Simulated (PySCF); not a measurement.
# [Gd(PH3)]3+: how settings move a single point

Aim: repeat the single point on relaxed [Gd(PH3)]3+ with altered settings, some of them bad on purpose. The species was built from a template and needn't be a known compound.

Computed with PySCF 2.14.0. Level: PBE0, Gd lcecp-1-SVP with ECP53, P def2-SVP, H def2-SVP; scalar-relativistic core potentials, no spin–orbit coupling.

2 further runs of the same task are left out: 1 for a known fault of the program, 1 that didn't finish.

## 1. The starting structure

5 atoms, charge 3, spin multiplicity 1.

Bond lengths: Gd1–P2 2.928 Å, P2–H3 1.428 Å, P2–H4 1.428 Å, P2–H5 1.428 Å. Angles: Gd1–P2–H3 111.5°, Gd1–P2–H4 111.5°, Gd1–P2–H5 111.5°, H3–P2–H4 107.4°, H3–P2–H5 107.4°, H4–P2–H5 107.4°.

As a file:

```
Gd    0.00000    0.00000   -0.40723
P     0.00000    0.00000    2.52028
H     1.32852   -0.00001    3.04280
H    -0.66426    1.15054    3.04280
H    -0.66427   -1.15053    3.04280
```

Formal oxidation states: Gd +3. Each metal's 7 4f electrons lie in its core potential, so multiplicities, spins and levels count the valence alone. An earlier session relaxed this geometry at PBE0, Gd lcecp-1-SVP with ECP53, P def2-SVP, H def2-SVP (singlet, point group C3v).

The sound run used a (50, 194) grid (finer on f atoms), a threshold of 1e-8 and at most 55 cycles, and ended at -377.473992 Eh.

## 2. Altered run 1

Contents of run.py (the lines that set the calculation):

```python
mol = gto.M(atom='''
Gd     0.00000     0.00000    -0.40723
P      0.00000     0.00000     2.52028
H      1.32852    -0.00001     3.04280
H     -0.66426     1.15054     3.04280
H     -0.66427    -1.15053     3.04280''',
    basis={'Gd': 'lcecp-1-SVP', 'P': 'def2-SVP', 'H': 'def2-SVP'},
    ecp={'Gd': 'lcecp-1-SVP'},
    charge=3, spin=0)
mf = dft.RKS(mol, xc='PBE0')
mf.grids.atom_grid = (50, 194)  # f atoms: unpruned, at least (60, 302)
mf = mf.density_fit()  # fitting sets: Gd AutoAux, P def2-universal-JKFIT, H def2-universal-JKFIT
mf.conv_tol = 1e-08; mf.max_cycle = 55
mf.kernel(dm0)  # dm0: smeared density
```

Launch:

```console
$ OMP_NUM_THREADS=2 python run.py
```

What it wrote:

```text
init E= -377.433968691045
  HOMO = -0.892347094425464  LUMO = -0.70950967063195  gap/eV = 4.97526
cycle= 1 E= -377.471278897673  delta_E= -0.0373  |g|= 0.0671  |ddm|= 0.169
  HOMO = -0.878142330917605  LUMO = -0.734151668479802  gap/eV = 3.91819
cycle= 2 E= -377.470868240319  delta_E= 0.000411  |g|= 0.082  |ddm|= 0.346
  HOMO = -0.887636554952319  LUMO = -0.720917400688051  gap/eV = 4.53666
cycle= 3 E= -377.473986117798  delta_E= -0.00312  |g|= 0.00338  |ddm|= 0.164
  HOMO = -0.887742795931793  LUMO = -0.718989032693695  gap/eV = 4.59202
cycle= 4 E= -377.47399138503  delta_E= -5.27e-06  |g|= 0.000767  |ddm|= 0.00839
  HOMO = -0.8879229462827  LUMO = -0.719050434235128  gap/eV = 4.59526
cycle= 5 E= -377.473991594718  delta_E= -2.1e-07  |g|= 0.000178  |ddm|= 0.00144
  HOMO = -0.887903478186946  LUMO = -0.71899157336893  gap/eV = 4.59633
cycle= 6 E= -377.473991613642  delta_E= -1.89e-08  |g|= 4.72e-05  |ddm|= 0.00047
  HOMO = -0.887905503524145  LUMO = -0.718989167282185  gap/eV = 4.59645
cycle= 7 E= -377.47399161483  delta_E= -1.19e-09  |g|= 8.06e-06  |ddm|= 0.000127
  HOMO = -0.887904368876104  LUMO = -0.718987053159084  gap/eV = 4.59647
Extra cycle  E= -377.473991614879  delta_E= -4.91e-11  |g|= 4.65e-06  |ddm|= 4.4e-05
converged SCF energy = -377.473991614879
```

It took 3.7 s on 2 threads of AMD EPYC (Zen 3), shared host.

Changed: the starting guess (smeared density). It converges in 7 cycles, at the sound run's energy within 0.001 eV, with a largest force component of 0.02 eV/Å. The result survives the change.

## 3. Altered run 2

Contents of run.py (the lines that set the calculation):

```python
mol = gto.M(atom='''
Gd     0.00000     0.00000    -0.42760
P      0.00000     0.00000     2.64630
H      1.39495    -0.00001     3.19494
H     -0.69747     1.20807     3.19494
H     -0.69748    -1.20806     3.19494''',
    basis={'Gd': 'lcecp-1-SVP', 'P': 'def2-SVP', 'H': 'def2-SVP'},
    ecp={'Gd': 'lcecp-1-SVP'},
    charge=3, spin=0)
mf = dft.RKS(mol, xc='PBE0')
mf.grids.atom_grid = (50, 194)  # f atoms: unpruned, at least (60, 302)
mf = mf.density_fit()  # fitting sets: Gd AutoAux, P def2-universal-JKFIT, H def2-universal-JKFIT
mf.conv_tol = 1e-08; mf.max_cycle = 55
mf.kernel(dm0)  # dm0: free metal ions and neutral atoms
```

Launch:

```console
$ OMP_NUM_THREADS=2 python run.py
```

What it wrote:

```text
init E= -353.80969428585
  HOMO = -1.42516447411929  LUMO = -0.926747697320645  gap/eV = 13.56261
cycle= 1 E= -375.83145418229  delta_E=  -22  |g|= 2.15  |ddm|= 4.53
cycle= 2 E= -364.494110945991  delta_E= 11.3  |g|= 2.98  |ddm|= 6.75
  HOMO = -0.955423789986895  LUMO = -0.753176992946205  gap/eV = 5.50342
cycle= 3 E= -377.029568008015  delta_E= -12.5  |g|= 0.965  |ddm|= 5.25
  HOMO = -0.908087255226693  LUMO = -0.654140428854004  gap/eV = 6.91025
cycle= 4 E= -377.390927420561  delta_E= -0.361  |g|= 0.345  |ddm|= 1.51
  HOMO = -0.850247293284333  LUMO = -0.741410155083124  gap/eV = 2.96161
cycle= 5 E= -377.463447497608  delta_E= -0.0725  |g|= 0.0888  |ddm|= 1.12
  HOMO = -0.863288275796666  LUMO = -0.722483942315671  gap/eV = 3.83148
cycle= 6 E= -377.466462448641  delta_E= -0.00301  |g|= 0.021  |ddm|= 0.115
  HOMO = -0.865002268884261  LUMO = -0.714711545675274  gap/eV = 4.08962
cycle= 7 E= -377.466693241964  delta_E= -0.000231  |g|= 0.00679  |ddm|= 0.0589
  HOMO = -0.865250174148223  LUMO = -0.715856017745748  gap/eV = 4.06522
cycle= 8 E= -377.466719319759  delta_E= -2.61e-05  |g|= 0.000737  |ddm|= 0.0184
  HOMO = -0.865211498599869  LUMO = -0.715759043219286  gap/eV = 4.06681
cycle= 9 E= -377.466719586562  delta_E= -2.67e-07  |g|= 0.000184  |ddm|= 0.00152
  HOMO = -0.865232968488879  LUMO = -0.715780308076828  gap/eV = 4.06681
cycle= 10 E= -377.46671960231  delta_E= -1.57e-08  |g|= 1.94e-05  |ddm|= 0.000478
  HOMO = -0.865236405700298  LUMO = -0.715786549144203  gap/eV = 4.06674
cycle= 11 E= -377.466719602878  delta_E= -5.68e-10  |g|= 2.4e-06  |ddm|= 0.000161
  HOMO = -0.86523648497958  LUMO = -0.715786303562366  gap/eV = 4.06675
Extra cycle  E= -377.46671960289  delta_E= -1.22e-11  |g|= 1.08e-06  |ddm|= 1.77e-05
converged SCF energy = -377.46671960289
```

Run time: 4 s. Hardware: 2 threads of AMD EPYC (Zen 3), shared host.

Changed: the scale of all coordinates (1.05). It converges in 11 cycles, +0.198 eV from the sound run, with a largest force component of 1.21 eV/Å. The setting is unsound, so these numbers aren't the compound's.

## 4. Altered run 3

Contents of run.py (the lines that set the calculation):

```python
mol = gto.M(atom='''
Gd     0.00000     0.00000    -0.40723
P      0.00000     0.00000     2.52028
H      1.32852    -0.00001     3.04280
H     -0.66426     1.15054     3.04280
H     -0.66427    -1.15053     3.04280''',
    basis={'Gd': 'lcecp-1-SVP', 'P': 'def2-SVP', 'H': 'def2-SVP'},
    ecp={'Gd': 'lcecp-1-SVP'},
    charge=3, spin=0)
mf = dft.RKS(mol, xc='PBE0')
mf.grids.atom_grid = (30, 86)  # f atoms: unpruned
mf = mf.density_fit()  # fitting sets: Gd AutoAux, P def2-universal-JKFIT, H def2-universal-JKFIT
mf.conv_tol = 1e-08; mf.max_cycle = 55
mf.kernel(dm0)  # dm0: free metal ions and neutral atoms
```

Launch:

```console
$ OMP_NUM_THREADS=2 python run.py
```

What it wrote:

```text
init E= -353.849564387044
  HOMO = -1.44791715837999  LUMO = -0.945636787360014  gap/eV = 13.66775
cycle= 1 E= -375.961781204851  delta_E= -22.1  |g|= 2.13  |ddm|= 4.62
cycle= 2 E= -367.716528156434  delta_E= 8.25  |g|= 3.66  |ddm|= 6.55
  HOMO = -0.838802103734011  LUMO = -0.583989275510625  gap/eV = 6.93381
cycle= 3 E= -377.217717615925  delta_E= -9.5  |g|= 0.753  |ddm|= 4.65
  HOMO = -0.877496477165069  LUMO = -0.775460580257727  gap/eV = 2.77654
cycle= 4 E= -377.449848865023  delta_E= -0.232  |g|= 0.22  |ddm|= 1.94
  HOMO = -0.884201106826872  LUMO = -0.705098739889669  gap/eV = 4.87362
cycle= 5 E= -377.470654127236  delta_E= -0.0208  |g|= 0.0745  |ddm|= 0.503
  HOMO = -0.887223008401008  LUMO = -0.719522661937639  gap/eV = 4.56336
cycle= 6 E= -377.473684645616  delta_E= -0.00303  |g|= 0.00739  |ddm|= 0.179
  HOMO = -0.887614104486474  LUMO = -0.719011160576924  gap/eV = 4.58792
cycle= 7 E= -377.473706345286  delta_E= -2.17e-05  |g|= 0.00201  |ddm|= 0.015
  HOMO = -0.88784270686466  LUMO = -0.719028110386738  gap/eV = 4.59368
cycle= 8 E= -377.47370778956  delta_E= -1.44e-06  |g|= 0.00017  |ddm|= 0.00331
  HOMO = -0.887802700874055  LUMO = -0.718994960507426  gap/eV = 4.59349
cycle= 9 E= -377.47370781542  delta_E= -2.59e-08  |g|= 5.07e-05  |ddm|= 0.000527
  HOMO = -0.887810298698067  LUMO = -0.718992462976896  gap/eV = 4.59377
cycle= 10 E= -377.473707816781  delta_E= -1.36e-09  |g|= 7.76e-06  |ddm|= 9.94e-05
  HOMO = -0.887810212114594  LUMO = -0.718992797688416  gap/eV = 4.59376
Extra cycle  E= -377.473707816805  delta_E= -2.31e-11  |g|= 5e-06  |ddm|= 1.93e-05
converged SCF energy = -377.473707816805
```

Wall time 2.6 s (2 threads of AMD EPYC (Zen 3), shared host).

Changed: the integration grid, to (30, 86). It converges in 10 cycles, +0.008 eV from the sound run, with a largest force component of 0.10 eV/Å. The result survives the change.

## 5. Altered run 4

Changes to run.py (the lines that set the calculation) since step 4:

```diff
@@ -10,5 +10,5 @@
 mf = dft.RKS(mol, xc='PBE0')
-mf.grids.atom_grid = (30, 86)  # f atoms: unpruned
+mf.grids.atom_grid = (50, 194)  # f atoms: unpruned, at least (60, 302)
 mf = mf.density_fit()  # fitting sets: Gd AutoAux, P def2-universal-JKFIT, H def2-universal-JKFIT
-mf.conv_tol = 1e-08; mf.max_cycle = 55
+mf.conv_tol = 1e-05; mf.max_cycle = 55
 mf.kernel(dm0)  # dm0: free metal ions and neutral atoms
```

Launch:

```console
$ OMP_NUM_THREADS=2 python run.py
```

What it wrote:

```text
init E= -353.849844234166
  HOMO = -1.44834520927284  LUMO = -0.945470280566378  gap/eV = 13.68392
cycle= 1 E= -375.960755708745  delta_E= -22.1  |g|= 2.13  |ddm|= 4.63
cycle= 2 E= -367.701939781647  delta_E= 8.26  |g|= 3.67  |ddm|= 6.56
  HOMO = -0.838542959687974  LUMO = -0.583757745670786  gap/eV = 6.93306
cycle= 3 E= -377.217786849104  delta_E= -9.52  |g|= 0.754  |ddm|= 4.65
  HOMO = -0.87756441570273  LUMO = -0.775592871816827  gap/eV = 2.77479
cycle= 4 E= -377.450007907368  delta_E= -0.232  |g|= 0.22  |ddm|= 1.94
  HOMO = -0.884317671777836  LUMO = -0.705075444774624  gap/eV = 4.87743
cycle= 5 E= -377.470933658909  delta_E= -0.0209  |g|= 0.0745  |ddm|= 0.504
  HOMO = -0.887305400772728  LUMO = -0.71951916293624  gap/eV = 4.56570
cycle= 6 E= -377.473968353929  delta_E= -0.00303  |g|= 0.0074  |ddm|= 0.18
  HOMO = -0.887706639250517  LUMO = -0.719004652577367  gap/eV = 4.59061
cycle= 7 E= -377.473990138732  delta_E= -2.18e-05  |g|= 0.00201  |ddm|= 0.015
  HOMO = -0.887936951514853  LUMO = -0.719021952100573  gap/eV = 4.59641
cycle= 8 E= -377.473991587348  delta_E= -1.45e-06  |g|= 0.000171  |ddm|= 0.00333
  HOMO = -0.887889720127784  LUMO = -0.71896256850635  gap/eV = 4.59674
Extra cycle  E= -377.473991609321  delta_E= -2.2e-08  |g|= 0.000114  |ddm|= 0.000524
converged SCF energy = -377.473991609321
```

Wall time 3.7 s (2 threads of AMD EPYC (Zen 3), shared host).

Changed: the SCF threshold (1e-05). It converges in 8 cycles, at the sound run's energy within 0.001 eV, with a largest force component of 0.02 eV/Å. The result survives the change.

## 6. Altered run 5

Changes to run.py (the lines that set the calculation) since step 5:

```diff
@@ -10,5 +10,5 @@
 mf = dft.RKS(mol, xc='PBE0')
-mf.grids.atom_grid = (50, 194)  # f atoms: unpruned, at least (60, 302)
+mf.grids.atom_grid = (10, 14)  # f atoms: unpruned
 mf = mf.density_fit()  # fitting sets: Gd AutoAux, P def2-universal-JKFIT, H def2-universal-JKFIT
-mf.conv_tol = 1e-05; mf.max_cycle = 55
+mf.conv_tol = 1e-08; mf.max_cycle = 55
 mf.kernel(dm0)  # dm0: free metal ions and neutral atoms
```

Launch:

```console
$ OMP_NUM_THREADS=2 python run.py
```

What it wrote:

```text
init E= -353.904870549668
  HOMO = -1.46676327316852  LUMO = -0.946859027675991  gap/eV = 14.14732
cycle= 1 E= -376.043801704449  delta_E= -22.1  |g|= 2.13  |ddm|= 4.69
cycle= 2 E= -368.325814509854  delta_E= 7.72  |g|= 3.43  |ddm|= 6.54
  HOMO = -0.876584475547634  LUMO = -0.617943436015609  gap/eV = 7.03798
cycle= 3 E= -377.295834951908  delta_E= -8.97  |g|= 0.75  |ddm|=  4.6
  HOMO = -0.892149296078688  LUMO = -0.747627657025957  gap/eV = 3.93263
cycle= 4 E= -377.553110247647  delta_E= -0.257  |g|= 0.134  |ddm|= 1.77
  HOMO = -0.897003262260775  LUMO = -0.705560663722524  gap/eV = 5.20942
cycle= 5 E= -377.559637946821  delta_E= -0.00653  |g|= 0.0485  |ddm|= 0.237
  HOMO = -0.902642573669308  LUMO = -0.711573769153891  gap/eV = 5.19925
cycle= 6 E= -377.560704661321  delta_E= -0.00107  |g|= 0.0118  |ddm|= 0.0947
  HOMO = -0.90337038413503  LUMO = -0.708883631845306  gap/eV = 5.29225
cycle= 7 E= -377.560767308286  delta_E= -6.26e-05  |g|= 0.00211  |ddm|= 0.0245
  HOMO = -0.903371796318535  LUMO = -0.709122425683  gap/eV = 5.28579
cycle= 8 E= -377.560769796062  delta_E= -2.49e-06  |g|= 0.0004  |ddm|= 0.00462
  HOMO = -0.903333587686244  LUMO = -0.709137194321809  gap/eV = 5.28435
cycle= 9 E= -377.560769909044  delta_E= -1.13e-07  |g|= 0.000129  |ddm|= 0.00149
  HOMO = -0.903341084571544  LUMO = -0.709125340288926  gap/eV = 5.28488
cycle= 10 E= -377.560769918265  delta_E= -9.22e-09  |g|= 2.84e-05  |ddm|= 0.000437
  HOMO = -0.903343227228138  LUMO = -0.709123391510543  gap/eV = 5.28499
Extra cycle  E= -377.560769918669  delta_E= -4.04e-10  |g|= 1.69e-05  |ddm|= 0.000111
converged SCF energy = -377.560769918669
```

Run time: 2.2 s. Hardware: 2 threads of AMD EPYC (Zen 3), shared host.

Changed: the integration grid, to (10, 14). It converges in 10 cycles, -2.361 eV from the sound run, with a largest force component of 3.83 eV/Å. The setting is unsound, so these numbers aren't the compound's.

## 7. Side by side

| run | changed | ending | energy change (eV) | cycles | time | usable |
| --- | --- | --- | --- | --- | --- | --- |
| 1 | the starting guess | converged | 0.000 | 7 | 3.7 s | yes |
| 2 | the scale of all coordinates | converged | +0.198 | 11 | 4 s | no |
| 3 | the integration grid | converged | +0.008 | 10 | 2.6 s | yes |
| 4 | the SCF threshold | converged | 0.000 | 8 | 3.7 s | yes |
| 5 | the integration grid | converged | -2.361 | 10 | 2.2 s | no |

3 of 5 altered runs give a usable result. 2 ended normally with numbers unfit to quote.
